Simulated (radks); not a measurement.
**W³⁰⁺ in [Ar] 3d10 4s2 4p5 4d8 5p1: an all-electron calculation**

One table from this session's results is given with a row withheld; the runs are named, their logs left out.

Program: radks (a radial shooting solver on a logarithmic mesh, Libxc functionals) version 1. Level of theory: scalar-relativistic Kohn-Sham, r2SCAN, spin-unpolarised, spherical densities, finite nucleus. These are calculated values, not measurements, unless marked.

**The system**

| Property | Result |
| --- | --- |
| element | tungsten (Z = 74) |
| charge | +30 |
| electrons | 44 |
| configuration | [Ar] 3d10 4s2 4p5 4d8 5p1 |
| nuclear rms radius | 5.3658 fm |

Outer shells as boxes (Hund's rule):

W³⁰⁺
```
[Ar] core
3d [↑↓][↑↓][↑↓][↑↓][↑↓]
4s [↑↓]
4p [↑↓][↑↓][↑ ]
4d [↑↓][↑↓][↑↓][↑ ][↑ ]
5p [↑ ][  ][  ]
```

Set-up of the first run:

The run's settings:

```text
Z 74
configuration [Ar] 3d10 4s2 4p5 4d8 5p1 5s0 4f0
relativity scalar-relativistic
functional r2scan,r2scan
spin unpolarised
nucleus finite rms 5.3658 fm
c 137.035999084
```

Run with:

```
$ python run_ks.py task.json out
```

This one command runs every case of the session in turn.

One table of the session follows, with a row left open; its other results are not shown here.

It belongs to the step «Radial structure». Sizes of the orbitals, from the radial functions (bohr):

```
level      <r>  outermost maximum (interpolated)  90 % within  nodes
   1s  0.01835                            0.0115       0.0334      0
   2s  0.07757                            0.0657        0.120      1
   2p  0.06946                            0.0539        0.113      0
   3s   0.1998                             0.185        0.293      2
   3p   0.1998                             0.183        0.298      1
   3d   0.1810                             0.149        0.280      0
   4s        ?                                 ?            ?      ?
   4p   0.4344                             0.419        0.621      2
   4d   0.4395                             0.418        0.641      1
   4f   0.4185                             0.358        0.627      0
   5s   0.7561                             0.763         1.05      4
   5p   0.7918                             0.801         1.10      3
```

Q: Estimate the row for 4s from the others.

**Answer.** <r>: 0.4189; outermost maximum (interpolated): 0.405; 90 % within: 0.594; nodes: 3. In the column «<r>» it lies between 4f (0.4185) and 4p (0.4344).
